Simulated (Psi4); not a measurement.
# MoCl4O (SMILES O=[Mo](Cl)(Cl)(Cl)Cl): HF/STO-3G

What is the energy change on altering one bond length of MoCl4O at HF/STO-3G? The job is set up through a Python script.

The results are computed with Psi4 1.11.

19 further runs of the same task are left out: 18 that didn't finish, 1 set aside as unsound or not needed.

### Step 1. The structure to begin with

MoCl4O has 6 atoms, charge 0, and is taken as a singlet. As SMILES, `O=[Mo](Cl)(Cl)(Cl)Cl`. The coordinates come from a PBE0-D4/def2-TZVP relaxation.

Bond lengths: O1–Mo2 1.667 Å, Mo2–Cl3 2.233 Å, Mo2–Cl4 2.233 Å, Mo2–Cl5 2.374 Å, Mo2–Cl6 2.233 Å. Angles: O1–Mo2–Cl3 92.8°, O1–Mo2–Cl4 92.8°, O1–Mo2–Cl5 179.9°, O1–Mo2–Cl6 92.7°, Cl3–Mo2–Cl4 119.7°, Cl3–Mo2–Cl5 87.3°, Cl3–Mo2–Cl6 119.8°, Cl4–Mo2–Cl5 87.3°, Cl4–Mo2–Cl6 119.8°, Cl5–Mo2–Cl6 87.2°.

### Step 2. Energy and gradient at HF/STO-3G

cl4moo.xyz reads:

```xyz
6
Cl4MoO
O     -0.647300    -1.552840     0.739910
Mo    -0.060260    -0.144860     0.068810
Cl     2.064980    -0.754570     0.382320
Cl    -1.047850    -0.541190    -1.894310
Cl     0.775250     1.861870    -0.884910
Cl    -1.084830     1.131590     1.588170
```

cl4moo.py reads:

```python
import psi4

psi4.set_memory(1600000000)
psi4.set_num_threads(1)
psi4.core.set_output_file('psi4.out', False)

with open('cl4moo.xyz') as f:
    atoms = ''.join(f.readlines()[2:])
molecule = psi4.geometry('0 1\n' + atoms + 'symmetry c1\nno_reorient\nno_com')

psi4.set_options({
    'basis': 'STO-3G',
    'reference': 'rhf',
    'puream': True,
    'e_convergence': 1e-09,
    'd_convergence': 1e-08,
    'scf_type': 'pk',
})

E, wfn = psi4.gradient("scf", molecule=molecule, return_wfn=True)
psi4.oeprop(wfn, "QUADRUPOLE", "MULLIKEN_CHARGES", "DIPOLE", title="SCF")
print('gradient / Eh bohr^-1')
print(E.np.round(6))
print(f'energy = {wfn.energy():.10f} Eh')
```

Started as:

```sh
$ python cl4moo.py
```

psi4.out:

```text
[...]
  Running in c1 symmetry.
[...]
  Nuclear repulsion = 1130.042608094871412
[...]
  Multiplicity = 1
[...]
  Nalpha       = 59
  Nbeta        = 59
[...]
    Number of basis functions: 68
[...]
   @RHF iter   1: -5827.71232825587958   -1.75853e+00   1.35391e-02 ADIIS/DIIS
[...]
   @RHF iter  13: -5828.34783047450856   -4.54747e-12   6.65741e-09 DIIS
[...]
    Orbital Energies [Eh]
    ---------------------
    Doubly Occupied:
       1A   -714.039069     2A   -103.754301     3A   -103.754231
       4A   -103.754085     5A   -103.612801     6A   -101.118132
       7A    -94.413222     8A    -94.413222     9A    -94.412912
      10A    -20.450284    11A    -18.319869    12A    -15.568986
      13A    -15.568984    14A    -15.566180    15A    -10.437109
      16A    -10.436971    17A    -10.436838    18A    -10.305820
      19A     -9.156144    20A     -9.156064    21A     -9.156059
      22A     -9.153877    23A     -9.153877    24A     -7.880230
      25A     -7.880147    26A     -7.880013    27A     -7.875985
      28A     -7.875896    29A     -7.875717    30A     -7.875240
      31A     -7.874955    32A     -7.874825    33A     -7.748083
      34A     -7.745019    35A     -7.745017    36A     -3.030524
[...]
  @RHF Final Energy: -5828.34783047450856
   => Energetics <=
    Nuclear Repulsion Energy =           1130.0426080948714116
    One-Electron Energy =              -10312.3590266743522079
    Two-Electron Energy =                3353.9685881049722411
    Total Energy =                      -5828.3478304745094647
[...]
  -Total Gradient:
     Atom            X                  Y                   Z
    ------   -----------------  -----------------  -----------------
       1       -0.034742956022    -0.083331945704     0.039705849117
       2        0.028750734655     0.068960993494    -0.032850651406
       3        0.003610706408     0.000153173973    -0.000046441115
       4       -0.001024855670     0.000472069149    -0.003427292671
       5        0.004489569388     0.010781096830    -0.005129535134
       6       -0.001083198788     0.002964612235     0.001748071247
[...]
 Multipole Moments:
 ------------------------------------------------------------------------------------
     Multipole            Electronic (a.u.)      Nuclear  (a.u.)        Total (a.u.)
 ------------------------------------------------------------------------------------
 L = 1.  Multiply by 2.5417464519 to convert [e a0] to [Debye]
 Dipole X            :         -8.6877747            8.1617838           -0.5259909
 Dipole Y            :        -20.8305359           19.5663377           -1.2641982
 Dipole Z            :          9.9336999           -9.3335652            0.6001347
 Magnitude           :                                                    1.4950001
 L = 2.  Multiply by 1.3450342976 to convert [e a0^2] to [Debye ang]
 Quadrupole XX       :       -504.8321544          445.9706589          -58.8614955
 Quadrupole XY       :         15.8407223          -17.0392059           -1.1984836
[...]
  Mulliken Charges: (a.u.)
   Center  Symbol    Alpha    Beta     Spin     Total
       1     O     4.07515  4.07515  0.00000 -0.15029
       2    MO    20.36964 20.36964  0.00000  1.26073
       3    CL     8.61745  8.61745  0.00000 -0.23490
       4    CL     8.61742  8.61742  0.00000 -0.23484
       5    CL     8.70285  8.70285  0.00000 -0.40569
       6    CL     8.61750  8.61750  0.00000 -0.23500
   Total alpha = 59.00000, Total beta = 59.00000, Total charge = -0.00000
```

Standard output:

```text
gradient / Eh bohr^-1
[[-3.4743e-02 -8.3332e-02  3.9706e-02]
 [ 2.8751e-02  6.8961e-02 -3.2851e-02]
 [ 3.6110e-03  1.5300e-04 -4.6000e-05]
 [-1.0250e-03  4.7200e-04 -3.4270e-03]
 [ 4.4900e-03  1.0781e-02 -5.1300e-03]
 [-1.0830e-03  2.9650e-03  1.7480e-03]]
energy = -5828.3478304745 Eh
```

Wall time 9 s (1 thread of Intel Xeon Platinum 8259CL at 2.50GHz (Skylake/Cascade Lake), shared host); peak memory 0.22 GiB.

### Step 3. The distorted shape: a single-point energy at HF/STO-3G

job.py reads:

```python
import psi4

psi4.set_memory(1600000000)
psi4.set_num_threads(1)
psi4.core.set_output_file('psi4.out', False)

molecule = psi4.geometry("""
0 1
O     -1.315699    -3.158203     1.502876
Mo    -0.728659    -1.750223     0.831776
Cl     1.396581    -2.359933     1.145286
Cl    -1.716249    -2.146553    -1.131344
Cl     0.775250     1.861870    -0.884910
Cl    -1.753229    -0.473773     2.351136
symmetry c1
no_reorient
no_com
""")

psi4.set_options({
    'puream': True,
    'e_convergence': 1e-09,
    'd_convergence': 1e-06,
    'scf_type': 'pk',
    'level_shift': 0.3,
    'level_shift_cutoff': 1e-09,
    'maxiter': 150,
})

E, wfn = psi4.energy("hf/STO-3G", molecule=molecule, return_wfn=True)
psi4.oeprop(wfn, "WIBERG_LOWDIN_INDICES", "LOWDIN_CHARGES", "QUADRUPOLE", title="HF")
print(f'total energy {E:.8f} hartree = {E * 27.211386:.5f} eV')
for k, v in sorted(psi4.core.scalar_variables().items()):
    print(f'{k:45s} {v:18.10f}')
```

Started as:

```sh
$ python job.py
```

psi4.out:

```text
[...]
  Running in c1 symmetry.
[...]
  Nuclear repulsion = 1006.431706279155719
[...]
  Multiplicity = 1
[...]
  Nalpha       = 59
  Nbeta        = 59
[...]
    Number of basis functions: 68
[...]
   @RHF iter   1: -5827.41470812161424   -1.73829e+00   1.41394e-02 DIIS/ADIIS/SHIFT
[...]
   @RHF iter  36: -5828.13666462007222    7.75799e-10   7.43022e-07 DIIS/SHIFT
[...]
    Orbital Energies [Eh]
    ---------------------
    Doubly Occupied:
       1A   -714.087002     2A   -103.811138     3A   -103.811090
       4A   -103.810988     5A   -103.357946     6A   -101.163962
       7A    -94.459757     8A    -94.459046     9A    -94.459046
      10A    -20.529668    11A    -18.365369    12A    -15.614493
      13A    -15.613214    14A    -15.613214    15A    -10.491490
      16A    -10.491414    17A    -10.491319    18A    -10.071555
      19A     -9.204695    20A     -9.200966    21A     -9.200963
      22A     -9.200272    23A     -9.200271    24A     -7.934427
      25A     -7.934382    26A     -7.934286    27A     -7.930338
      28A     -7.930271    29A     -7.930116    30A     -7.929887
      31A     -7.929628    32A     -7.929538    33A     -7.512319
      34A     -7.512317    35A     -7.511704    36A     -3.076466
[...]
  @RHF Final Energy: -5828.13666462007222
   => Energetics <=
    Nuclear Repulsion Energy =           1006.4317062791557191
    One-Electron Energy =              -10063.6508541955718101
    Two-Electron Energy =                3229.0824832963435256
    Total Energy =                      -5828.1366646200722244
[...]
 Multipole Moments:
 ------------------------------------------------------------------------------------
     Multipole            Electronic (a.u.)      Nuclear  (a.u.)        Total (a.u.)
 ------------------------------------------------------------------------------------
 L = 1.  Multiply by 2.5417464519 to convert [e a0] to [Debye]
 Dipole X            :        117.7919840         -119.4104125           -1.6184285
 Dipole Y            :        282.9490620         -286.8369989           -3.8879369
 Dipole Z            :       -134.4405458          136.2879099            1.8473641
 Magnitude           :                                                    4.5987083
 L = 2.  Multiply by 1.3450342976 to convert [e a0^2] to [Debye ang]
 Quadrupole XX       :       -706.6631188          649.4028088          -57.2603100
 Quadrupole XY       :       -472.2674789          471.6059366           -0.6615424
[...]
```

The script printed:

```text
total energy -5828.13666462 hartree = -158591.67644 eV
CURRENT ENERGY                                  -5828.1366646201
CURRENT REFERENCE ENERGY                        -5828.1366646201
DD SOLVATION ENERGY                                 0.0000000000
HF KINETIC ENERGY                                5790.8777224024
HF POTENTIAL ENERGY                            -11619.0143870224
HF TOTAL ENERGY                                 -5828.1366646201
HF VIRIAL RATIO                                     2.0064340751
NUCLEAR REPULSION ENERGY                         1006.4317062792
ONE-ELECTRON ENERGY                            -10063.6508541956
PCM POLARIZATION ENERGY                             0.0000000000
PE ENERGY                                           0.0000000000
SCF ITERATION ENERGY                            -5828.1366646201
SCF ITERATIONS                                     36.0000000000
SCF TOTAL ENERGY                                -5828.1366646201
TWO-ELECTRON ENERGY                              3229.0824832963
```

It took 4.2 s on 1 thread of Intel Xeon Platinum 8259CL at 2.50GHz (Skylake/Cascade Lake), shared host; peak memory 0.22 GiB.

### Step 4. Results

Level: HF/STO-3G.

```
                                                           quantity           value
                                          first shape: total energy  -5828.34783 Eh
                                         first shape: dipole moment          3.80 D
                                           first shape: HOMO energy        -9.89 eV
                                           first shape: LUMO energy         0.20 eV
                                         first shape: HOMO–LUMO gap        10.09 eV
                              first shape: largest force on an atom      5.072 eV/Å
                                      distorted shape: total energy  -5828.13666 Eh
                                     distorted shape: dipole moment         11.69 D
                                       distorted shape: HOMO energy        -5.03 eV
energy change with the Mo2–Cl5 bond stretched from 2.374 to 4.273 Å        5.746 eV
```

**Reading.** One bond (distorted shape) is far stretched, which a spin-restricted single reference describes badly; a broken-symmetry solution may lie lower. With the Mo2–Cl5 bond stretched from 2.374 to 4.273 Å the energy rises by 5.75 eV (554 kJ/mol). The first shape isn't relaxed at this level, so the change isn't measured from a minimum. A restricted reference can't describe the breaking bond well at this length. The minimal basis adds a large error of its own. The largest force (first shape) is 5.07 eV/Å: the shape isn't a stationary point for this species at this level. Mulliken charges (first shape) run from -0.41 on Cl5 to +1.26 on Mo2. Relativity is left out (first shape) although the molecule holds a heavy atom. Relativity is left out (distorted shape) although the molecule holds a heavy atom.
